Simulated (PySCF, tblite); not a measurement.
# C₇H₉NS: geometry, infrared bands and NMR shifts

What infrared bands and NMR shifts should C₇H₉NS (`c1nscc1C1CCC1`) show?

Computed with tblite 0.8.0 and PySCF 2.14.0, with density-fitted response routines of our own, on a single molecule in the gas phase. Atoms count from 0, in the outputs and in this text.

**1. The starting structure**

18 atoms, charge 0, multiplicity 1; geometry from: force field or distance geometry start.

Bonds of the start (Å): C0–N1 1.32, N1–S2 1.66, S2–C3 1.72, C3–C4 1.38, C4–C5 1.55, C5–C6 1.54, C6–C7 1.53, C7–C8 1.54, C4–C0 1.43, C8–C5 1.54, C0–H9 1.09, C3–H10 1.07, C5–H11 1.10, C6–H12 1.10, C6–H13 1.09, C7–H14 1.10, C7–H15 1.10, C8–H16 1.09, C8–H17 1.10.

**2. Optimising the geometry with GFN2-xTB**

The job: settings as JSON, then the geometry in Å.

```
{"job": {"kind": "relax", "xc": "GFN2-xTB", "basis": "xTB"}, "charge": 0, "multiplicity": 1}
C      1.847700    -0.832300    -0.503300
N      3.151000    -0.761500    -0.692500
S      3.662100     0.788500    -0.388000
C      2.097300     1.414500    -0.025300
C      1.189400     0.375200    -0.116200
C     -0.335100     0.544100     0.138500
C     -0.970900    -0.485500     1.096400
C     -2.210000    -0.443100     0.192300
C     -1.271100    -0.010500    -0.953000
H      1.365000    -1.793300    -0.654000
H      1.939700     2.440800     0.247300
H     -0.589600     1.573800     0.422600
H     -0.494300    -1.471000     1.140600
H     -1.128300    -0.146000     2.123100
H     -2.952500     0.323400     0.477400
H     -2.733000    -1.399600     0.053200
H     -0.884100    -0.843000    -1.537800
H     -1.691900     0.731700    -1.639600
```

On the command line:

```console
$ OMP_NUM_THREADS=1 python probes_run.py task.json out
```

One launch serves the whole session: the jobs run in the order shown.

**Question.** This job is followed by: GFN2-xTB harmonic vibrations, gas phase; GIAO PBE0/pcSseg-1 NMR shielding, non-relativistic, gas phase. Predict these results of the whole session: strongest single infrared mode (GFN2-xTB); zero-point energy (GFN2-xTB); ¹³C shifts against TMS (PBE0/pcSseg-1, means over atoms taken as alike); ¹H shifts against TMS (PBE0/pcSseg-1, means over atoms taken as alike); ¹⁵N shifts against NH3 (PBE0/pcSseg-1); ³³S shifts against CS2 (PBE0/pcSseg-1).

The runs gave:

| quantity | value |
| --- | --- |
| strongest single infrared mode (GFN2-xTB) | 3025 cm⁻¹, 110 km/mol |
| zero-point energy (GFN2-xTB) | 90.7 kcal/mol |
| ¹³C shifts against TMS (PBE0/pcSseg-1, means over atoms taken as alike) | 159.4, 151.4, 150.4, 33.4, 32.0, 16.8 ppm |
| ¹H shifts against TMS (PBE0/pcSseg-1, means over atoms taken as alike) | 8.78, 7.97, 3.68, 2.64, 2.25, 2.21, 2.16 ppm |
| ¹⁵N shifts against NH3 (PBE0/pcSseg-1) | 353.6 ppm |
| ³³S shifts against CS2 (PBE0/pcSseg-1) | 382 ppm |

**Reading.** Relaxing lowered the energy by 0.261 eV in 50 steps; the close pair that moved most is C4–C5, from 1.555 to 1.486 Å. No mode is imaginary among the 48: a minimum at this level. Unscaled tight-binding wavenumbers are off by several per cent, some by more. Its intensities can rank the bands wrongly. At PBE0/pcSseg-1: Shielding is most anisotropic at N1 (span 586 ppm, paramagnetic term -414 ppm). NICS(1)zz of -29 ppm above the planar ring from C0 marks a diatropic (aromatic) ring current.
